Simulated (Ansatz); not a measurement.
# Co: free directions for the moments

Which arrangement of moments is lowest in this cell of Co? Methods of the runs shown: PAW. Its runs: parallel moments (PAW); parallel moments on spinors (PAW); moments marked - in +- held at 20 degrees to the others (PAW); moments marked - in +- held at 50 degrees to the others (PAW); moments marked - in +- held at 90 degrees to the others (PAW); moments marked - in +- held at 130 degrees to the others (PAW); moments marked - in +- held at 160 degrees to the others (PAW); moments start +- on spinors (PAW).

Program: Ansatz 0.2.0. Level of theory: DFT, PBE, PAW with Ansatz's default frozen-core files, scalar-relativistic. These are calculated values, not measurements.

## 1. Starting point

The structure is hexagonal, space group P6_3/mmc (No. 194). Conventional cell: a = 2.507 Å, b = 2.507 Å, c = 4.070 Å, α = 90.00°, β = 90.00°, γ = 120.00°. Around Co (site symmetry -6m2) lie 12 Co at 2.50 to 2.51 Å.

Structure file:

```cif
data_structure
_symmetry_space_group_name_H-M 'P6_3/mmc'
_symmetry_Int_Tables_number 194
_cell_length_a 2.5074
_cell_length_b 2.5074
_cell_length_c 4.0699
_cell_angle_alpha 90.000
_cell_angle_beta 90.000
_cell_angle_gamma 120.000
_cell_volume 22.16
loop_
_atom_site_label
_atom_site_type_symbol
_atom_site_symmetry_multiplicity
_atom_site_Wyckoff_symbol
_atom_site_fract_x
_atom_site_fract_y
_atom_site_fract_z
_atom_site_occupancy
Co1 Co 2 c 0.33333 0.66667 0.25000 1
```

The file gives the conventional cell by its symmetry; the runs use the cell typed in the input.

In patterns such as +-, the signs follow the magnetic atoms in the order of the input.

Atoms are numbered in the order of the input: Co1, Co2.

## 2. Parallel moments, PAW

input.yaml

```yaml
crystal:
  lattice:
    - [2.5074, 0.0, 0.0]
    - [-1.2537, 2.1714720974, 0.0]
    - [0.0, 0.0, 4.0699]
  atoms:
    - { symbol: Co, position: [0.3333333333, 0.6666666667, 0.25], spin: 2.0 }
    - { symbol: Co, position: [0.6666666667, 0.3333333333, 0.75], spin: 2.0 }
magnetization:
  spin_polarized: true
kpoints:
  mp_grid: { grid: [15, 15, 8] }
scf:
  occupations: { method: fermi_dirac, width: 0.08 }
  lower_state_search: "off"
hamiltonian:
  xc: pbe
  pseudopotentials: { kind: paw }
output:
  forces: true
  stress: true
  eigenvalues: true
```

Command:

```bash
ansatz run input.yaml --threads 2 --pin off --max-ram 4096MiB --backend cpu --events-out ev --progress --plain --runs-dir out
```

After this run come: Parallel moments on spinors, PAW; Moments marked - in +- held at 20 degrees to the others, PAW; Moments marked - in +- held at 50 degrees to the others, PAW; Moments marked - in +- held at 90 degrees to the others, PAW; Moments marked - in +- held at 130 degrees to the others, PAW; Moments marked - in +- held at 160 degrees to the others, PAW; Moments start +- on spinors, PAW.

**Question.** What will these runs give? Wanted: lowest.

As calculated:

| quantity | value |
| --- | --- |
| lowest (PAW) | parallel moments on spinors, 0.0 meV a magnetic atom from the reference |

By PAW the lowest run is «parallel moments on spinors», 8.4 meV a magnetic atom under «moments marked - in +- held at 20 degrees to the others». A run can end in another pattern than it began with. Only this cell's orders were tried, so longer waves of spin are out of reach. The magnetic state is the one reached from the start moments in this cell; it needn't be the ground state. The k mesh (15×15×8) wasn't tested for convergence.
